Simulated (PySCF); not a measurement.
# One shape, several levels: HI (hydrogen iodide)

Aim: a comparison of 6 runs (HF/def2-SVP, HF/3-21G, PBE0/def2-SVP, PBE0/3-21G, PBE/def2-TZVP, CCSD/def2-TZVP) of HI (hydrogen iodide). 

The calculation is run with PySCF 2.14.0.

### Step 1. The system as given

HI has 2 atoms, charge 0, and is taken as a singlet. SMILES: `I`. Geometry: relaxed at PBE0-D4/def2-TZVP.

Bond lengths: I1–H2 1.610 Å.

### Step 2. Energy and forces at HF/def2-SVP (core potential) (run 1)

File job.py:

```python
from pyscf import gto

mol = gto.Mole()
mol.atom = [
    ('I', (-0.683900, 0.245800, -0.346200)),
    ('H', (0.683900, -0.245800, 0.346200)),
]
mol.ecp = {'I': 'def2-svp'}
mol.charge = 0
mol.spin = 0
mol.basis = 'def2-svp'
mol.verbose = 3
mol.max_memory = 1860
mol.build()

mf = mol.RHF()
mf.conv_tol = 1e-10
mf.kernel()
if not mf.converged:
    mf = mf.newton().run(mf.mo_coeff, mf.mo_occ)

e_tot = mf.e_tot
print('E(%s) = %.9f' % ('HF', e_tot))
grad = mf.nuc_grad_method().kernel()
dip = mf.dip_moment()
pop, q = mf.mulliken_pop()
```

On the command line:

```sh
$ OMP_NUM_THREADS=1 python job.py
```

Log:

```text
converged SCF energy = -297.231525789868
E(HF) = -297.231525790
--------------- RHF gradients ---------------
         x                y                z
0 I    -0.0029262808     0.0010517324    -0.0014813253
1 H     0.0029262808    -0.0010517324     0.0014813253
----------------------------------------------
Dipole moment(X, Y, Z, Debye):  0.56790, -0.20411,  0.28748
 ** Mulliken pop  **
pop of  0 I 4s            1.82641
pop of  0 I 5s            0.21872
pop of  0 I 6s            1.21452
pop of  0 I 7s            0.68497
pop of  0 I 4px           0.98619
pop of  0 I 4py           0.97130
pop of  0 I 4pz           0.97347
pop of  0 I 5px           1.02891
pop of  0 I 5py           1.04828
pop of  0 I 5pz           1.04545
pop of  0 I 6px           0.72626
pop of  0 I 6py           0.92738
pop of  0 I 6pz           0.89803
pop of  0 I 7px           0.60588
pop of  0 I 7py           0.96463
pop of  0 I 7pz           0.91227
pop of  0 I 4dxy          1.96528
pop of  0 I 4dyz          1.96527
pop of  0 I 4dz^2         1.96526
pop of  0 I 4dxz          1.96533
pop of  0 I 4dx2-y2       1.96531
pop of  0 I 5dxy          0.04160
pop of  0 I 5dyz          0.03651
pop of  0 I 5dz^2         0.03651
pop of  0 I 5dxz          0.04816
pop of  0 I 5dx2-y2       0.04471
pop of  1 H 1s            0.66110
pop of  1 H 2s            0.24656
pop of  1 H 2px           0.01336
pop of  1 H 2py           0.00562
pop of  1 H 2pz           0.00675
 ** Mulliken atomic charges  **
charge of    0I =     -0.06661
charge of    1H =      0.06661
```

Run time: 1.4 s. Hardware: 1 thread of Intel Xeon 6975P-C (Granite Rapids), shared host; peak memory 0.12 GiB.

### Step 3. Energy and forces at HF/3-21G (run 2)

File job.py:

```python
import pyscf.grad
from pyscf import gto, scf

mol = gto.M(
    atom=[
    ('I', (-0.683900, 0.245800, -0.346200)),
    ('H', (0.683900, -0.245800, 0.346200)),
],
    max_memory=1860,
    basis='3-21g',
    verbose=4,
)

myscf = scf.RHF(mol)
myscf.conv_tol = 1e-10
myscf.kernel()
if not myscf.converged:
    myscf = myscf.newton().run(myscf.mo_coeff, myscf.mo_occ)

e_tot = myscf.e_tot
print(f'total energy: {e_tot:.8f} hartree')
grad = myscf.Gradients().kernel()
myscf.analyze()
```

On the command line:

```sh
$ OMP_NUM_THREADS=1 python job.py
```

Log:

```text
PySCF version 2.14.0

[... 50 lines left out ...]
converged SCF energy = -6887.87099497638
[... 18 lines left out ...]
MO #1   energy= -1170.01114801081  occ= 2
[... 7 lines left out ...]
MO #9   energy= -32.7142750213293  occ= 2
[... 7 lines left out ...]
MO #17  energy= -5.37923341908038  occ= 2
[... 7 lines left out ...]
MO #25  energy= -0.521780468426336 occ= 2
[... 7 lines left out ...]
MO #33  energy= 1.16550619955026   occ= 0
[... 38 lines left out ...]
Dipole moment(X, Y, Z, Debye):  0.76173, -0.27377,  0.38560
```

Run time: 0.87 s. Hardware: 1 thread of Intel Xeon 6975P-C (Granite Rapids), shared host; peak memory 0.12 GiB.

Runs 3 to 5 aren't shown in full; the table further down has their settings and results.

### Step 4. The energy at CCSD/def2-TZVP (core potential) (run 6)

File calc.py:

```python
from pyscf import gto, cc

mol = gto.M(
    atom='I -0.683900 0.245800 -0.346200; H 0.683900 -0.245800 0.346200',
    verbose=4,
    basis='def2-tzvp',
    max_memory=1860,
    ecp={'I': 'def2-svp'},
)

calc0 = mol.RHF()
calc0.conv_tol = 1e-10
calc0.kernel()
if not calc0.converged:
    calc0 = calc0.newton().run(calc0.mo_coeff, calc0.mo_occ)

mycc = cc.CCSD(calc0, frozen=4)
mycc.kernel()
energy = mycc.e_tot
print('E = %.10f Eh' % energy)
dip = calc0.dip_moment()
pop, q = calc0.mulliken_pop()
```

On the command line:

```sh
$ OMP_NUM_THREADS=1 python calc.py
```

Log:

```text
PySCF version 2.14.0

[... 56 lines left out ...]
converged SCF energy = -297.24199994121
[... 12 lines left out ...]
Init t2, MP2 energy = -297.744777592506  E_corr(MP2) -0.50277765129627
[... 11 lines left out ...]
CCSD converged
[... 2 lines left out ...]
Dipole moment(X, Y, Z, Debye):  0.47747, -0.17161,  0.24170
[... 59 lines left out ...]
charge of    1H =      0.13357
```

It took 1.6 s on 1 thread of Intel Xeon 6975P-C (Granite Rapids), shared host; peak memory 0.18 GiB.

### Step 5. All runs side by side

```csv
run,level,core potential,integration grid,energy (Eh),dipole moment (D) of the reference,HOMO energy (eV),LUMO energy (eV),wall time
1,HF/def2-SVP (core potential),def2-svp,–,-297.231526,0.67,-10.46,2.69,1.4 s
2,HF/3-21G,–,–,-6887.870995,0.90,-10.38,3.17,0.87 s
3,PBE0/def2-SVP (core potential),def2-svp,5,-298.306694,0.66,-7.83,-0.67,2.2 s
4,PBE0/3-21G,–,5,-6890.178068,1.00,-7.75,-0.34,2.5 s
5,PBE/def2-TZVP (core potential),def2-svp,5,-298.290824,0.47,-6.77,-1.69,4.2 s
6,CCSD/def2-TZVP (core potential),def2-svp,–,-297.723354,0.56,-10.52,2.38,1.6 s
```

### Step 6. Outcome

```
                                          quantity          value
                               run 6: total energy  -297.72335 Eh
       run 6: dipole moment (Hartree–Fock density)         0.56 D
        run 6: HOMO energy (Hartree–Fock orbitals)      -10.52 eV
        run 6: LUMO energy (Hartree–Fock orbitals)        2.38 eV
      run 6: HOMO–LUMO gap (Hartree–Fock orbitals)       12.90 eV
run 6: correlation energy (4 core orbitals frozen)     -481.4 mEh
                              run 6: T1 diagnostic          0.007
```

What this shows: Over runs 1, 2, 3, 4, 5 the dipole moment (its size) runs from 0.47 D (PBE/def2-TZVP) to 1.00 D (PBE0/3-21G). The two ends differ in method and basis and core potential. Over runs 1, 2, 3, 4, 5 the HOMO–LUMO gap runs from 5.08 eV (PBE/def2-TZVP) to 13.54 eV (HF/3-21G). Totals of different functionals can't be ranked against each other. Some runs of one species differ in core potentials or relativity; totals across that change don't compare. In runs 2, 4 relativity is left out where basis or elements ask for it. All runs together took 13 s, the longest 4.2 s.
